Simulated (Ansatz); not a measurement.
# LaF4: the cost of one run

Program: Ansatz 0.2.0. Level of theory: DFT PBE, scalar-relativistic, plane waves, PAW. These are calculated values, not measurements.

## (1) The system as given

Symmetry: Fmmm, No. 69, orthorhombic system. Conventional cell: a = 6.719 Å, b = 7.148 Å, c = 7.911 Å, α = 90.00°, β = 90.00°, γ = 90.00°. La (site symmetry mmm) has 6 F at 2.28 to 2.59 Å as nearest neighbours. Around F (site symmetry 2/m) lie 2 F at 1.71 Å. Around F (site symmetry mm2) lie 2 F at 1.71 Å and 1 La at 2.28 Å.

Structure file:

```
La F
1.0
     0.00000    3.57409    3.95559
     3.35934    0.00000    3.95559
     3.35934    3.57409    0.00000
La F
1 4
Direct
  0.50000 0.50000 0.50000
  0.00000 0.50000 0.00000
  0.50000 0.00000 0.50000
  0.78796 0.78796 0.21204
  0.21204 0.21204 0.78796
```

A structure generator made this guess: random cell by space group and Wyckoff sites (Fmmm, No. 69). Lengths come from tabulated atomic sizes and are only a guess.

## (2) Probe: one point on a coarse mesh

File input.yaml:

```yaml
crystal:
  lattice:
    - [0.0, 3.57408822, 3.95558631]
    - [3.35933611, 0.0, 3.95558631]
    - [3.35933611, 3.57408822, 0.0]
  atoms:
    - { symbol: La, position: [0.5, 0.5, 0.5] }
    - { symbol: F, position: [0.0, 0.5, 0.0] }
    - { symbol: F, position: [0.5, 0.0, 0.5] }
    - { symbol: F, position: [0.78796029, 0.78796029, 0.21203971] }
    - { symbol: F, position: [0.21203971, 0.21203971, 0.78796029] }
basis:
  ecutwfc: 420
kpoints:
  mp_grid: { grid: [4, 4, 4] }
hamiltonian:
  xc: pbe
scf:
  occupations: { method: gaussian, width: 0.1 }
  lower_state_search: "off"
output:
  forces: true
  stress: true
  eigenvalues: true
```

The run is started by

```console
$ ansatz run input.yaml --threads 1 --pin off --max-ram 2560MiB --backend cpu --events-out ev --progress --plain --runs-dir out
```

Q: Estimate wall time and peak memory on 1 thread of Arm Neoverse V2, shared host.

About 4.3 s, with a peak of 0.35 GiB.
